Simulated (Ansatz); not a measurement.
# CH4ClGa (SMILES [CH3][GaH][Cl]) at CAM-B3LYP/def2-SVP

Aim: the electronic atomisation energy of CH4ClGa at CAM-B3LYP/def2-SVP, from 5 runs. 

The results are computed with Ansatz 0.2.0.

62 further runs of the same task are left out: 62 set aside as unsound or not needed. Runs told in other sessions of the task aren't counted.

### 1 Starting point

CH4ClGa has 7 atoms, charge 0, and is taken as a singlet. As SMILES, `[CH3][GaH][Cl]`. Geometry: relaxed at PBE0-D4/def2-TZVP.

Bond lengths: C1–Ga2 1.952 Å, Ga2–Cl3 2.160 Å, C1–H4 1.093 Å, C1–H5 1.089 Å, C1–H6 1.093 Å, Ga2–H7 1.560 Å. Angles: C1–Ga2–Cl3 116.2°, C1–Ga2–H7 130.1°, Cl3–Ga2–H7 113.7°, Ga2–C1–H4 110.2°, Ga2–C1–H5 110.9°, Ga2–C1–H6 109.9°, H4–C1–H5 109.3°, H4–C1–H6 107.4°, H5–C1–H6 109.1°.

### 2 The energy at CAM-B3LYP/def2-SVP

in.yaml reads:

```yaml
crystal:
  periodic: [false, false, false]
  atoms:
    - {symbol: C, position_ang: [-0.730500, 0.588300, -0.200700]}
    - {symbol: Ga, position_ang: [0.846300, -0.538100, 0.035700]}
    - {symbol: Cl, position_ang: [0.865000, -1.794800, 1.792800]}
    - {symbol: H, position_ang: [-0.435900, 1.637200, -0.283800]}
    - {symbol: H, position_ang: [-1.418300, 0.473600, 0.636300]}
    - {symbol: H, position_ang: [-1.245900, 0.318700, -1.126000]}
    - {symbol: H, position_ang: [2.119300, -0.684800, -0.854300]}
basis:
  gaussian:
    orbitals: def2-SVP
hamiltonian:
  xc: {name: CAM-B3LYP}
accuracy: high
output: {orbitals: {seedname: orbitals}}
```

Command:

```console
$ ansatz run in.yaml --threads 1 --pin off --max-ram 3480MiB --events-out events.jsonl --progress --plain --runs-dir runs
```

The program printed:

```text
Warning: RAYON_NUM_THREADS=1 ignored (pool sized by the plan → 1); use --threads N
Functional definition: CAM-B3LYP
  name "CAM-B3LYP"
  parameter alpha = 0.19
  parameter beta = 0.46
  parameter omega = 0.33/bohr
  parameter ac = 0.81
  exchange = (1 - alpha - beta)*b88_x + beta*b88_x_sr(omega) + alpha*exact_x + beta*exact_x_lr(omega)
  correlation = (1 - ac)*vwn5_c + ac*lyp_c
1770 factors; integrals over basis functions are off by at most 8.8e-9 eV
383 factors; integrals over basis functions are off by at most 1.7e-9 eV
mean field evaluation 1: about -65991.6566 eV, gradient 4.4e1 eV
mean field evaluation 2: about -65991.7313 eV, gradient 4.4e1 eV
mean field evaluation 4: about -65995.7074 eV, gradient 1.2e0 eV
mean field evaluation 8: about -65995.7779 eV, gradient 4.4e-2 eV
mean field evaluation 16: about -65995.7779 eV, gradient 3.6e-6 eV
mean field -65995.77790640 eV, -2425.3001045151 hartree, gradient 5.4e-8 eV, S^2 0.000000; 0 other end points of the search recorded, 0 dependent functions left out
reference -65995.77792495 eV, -2425.3001051969 hartree; 29, 29 occupied and 55, 55 virtual orbitals, 1770 factors
Total energy: -65995.77792495 eV, -2425.3001051969 hartree
```

It took 3.9 s on 1 thread of Intel Xeon 6975P-C (Granite Rapids), shared host; peak memory 0.33 GiB.

### 3 The C atom, same level

input.yaml reads:

```yaml
crystal:
  periodic: [false, false, false]
  atoms:
    - {symbol: C, position_ang: [0.000000, 0.000000, 0.000000]}
basis:
  gaussian:
    orbitals: def2-SVP
hamiltonian:
  xc: {name: CAM-B3LYP}
accuracy: high
magnetization:
  spin_polarized: true
  initial_magnetization: 2
```

Run the same way, it converges to -37.79154 Eh (log not shown).

### 4 The Cl atom

molecule.yaml reads:

```yaml
crystal:
  periodic: [false, false, false]
  atoms:
    - {symbol: Cl, position_ang: [0.000000, 0.000000, 0.000000]}
basis:
  gaussian:
    orbitals: def2-SVP
hamiltonian:
  xc: {name: CAM-B3LYP}
magnetization:
  spin_polarized: true
  initial_magnetization: 1
accuracy: high
```

Run the same way, it converges to -460.00469 Eh (log not shown).

### 5 The Ga atom, same level

job.yaml reads:

```yaml
crystal:
  periodic: [false, false, false]
  atoms:
    - {symbol: Ga, position_ang: [0.000000, 0.000000, 0.000000]}
basis:
  gaussian: {orbitals: def2-SVP}
magnetization: {spin_polarized: true, initial_magnetization: 1}
hamiltonian: {xc: {name: CAM-B3LYP}}
accuracy: high
```

Command:

```console
$ ansatz run job.yaml --threads 1 --pin off --max-ram 3480MiB --events-out events.jsonl --progress --plain --runs-dir runs
```

The program printed:

```text
Warning: RAYON_NUM_THREADS=1 ignored (pool sized by the plan → 1); use --threads N
[... 8 set-up lines as earlier in the session ...]
315 factors; integrals over basis functions are off by at most 3.9e-9 eV
102 factors; integrals over basis functions are off by at most 1.6e-9 eV
mean field evaluation 1: about -52373.0034 eV, gradient 7.9e0 eV
mean field evaluation 2: about -52373.0218 eV, gradient 8.1e0 eV
mean field evaluation 4: about -52373.1402 eV, gradient 3.7e-1 eV
mean field evaluation 8: about -52373.1429 eV, gradient 2.2e-3 eV
mean field evaluation 16: about -52373.1429 eV, gradient 5.5e-8 eV
mean field -52373.14286705 eV, -1924.6775005730 hartree, gradient 6.7e-8 eV, S^2 0.752616; 0 other end points of the search recorded, 0 dependent functions left out
reference -52373.14287736 eV, -1924.6775009517 hartree; 16, 15 occupied and 16, 17 virtual orbitals, 315 factors
Total energy: -52373.14287736 eV, -1924.6775009517 hartree
```

It took 0.78 s on 1 thread of Intel Xeon 6975P-C (Granite Rapids), shared host; peak memory 0.12 GiB.

### 6 The H atom

run.yaml reads:

```yaml
crystal:
  periodic: [false, false, false]
  atoms:
    - {symbol: H, position_ang: [0.000000, 0.000000, 0.000000]}
basis:
  gaussian: {orbitals: def2-SVP}
accuracy: high
hamiltonian: {xc: {name: CAM-B3LYP}}
magnetization: {spin_polarized: true, initial_magnetization: 1}
```

Run the same way, it converges to -0.49790 Eh (log not shown).

### 7 Results

At CAM-B3LYP/def2-SVP:

| quantity | value |
| --- | --- |
| molecule: total energy | -2425.30011 Eh |
| molecule: HOMO energy | -9.29 eV |
| molecule: LUMO energy | -0.30 eV |
| molecule: HOMO–LUMO gap | 8.99 eV |
| C atom: total energy | -37.79154 Eh |
| C atom: ⟨S²⟩ | 2.002 |
| Cl atom: total energy | -460.00469 Eh |
| Cl atom: ⟨S²⟩ | 0.752 |
| Ga atom: total energy | -1924.67750 Eh |
| Ga atom: ⟨S²⟩ | 0.753 |
| H atom: total energy | -0.49790 Eh |
| H atom: ⟨S²⟩ | 0.750 |
| electronic atomisation energy | 22.716 eV |

What this shows: Taking the molecule apart into free atoms costs 22.72 eV (2192 kJ/mol), before zero-point energy and without spin-orbit coupling.
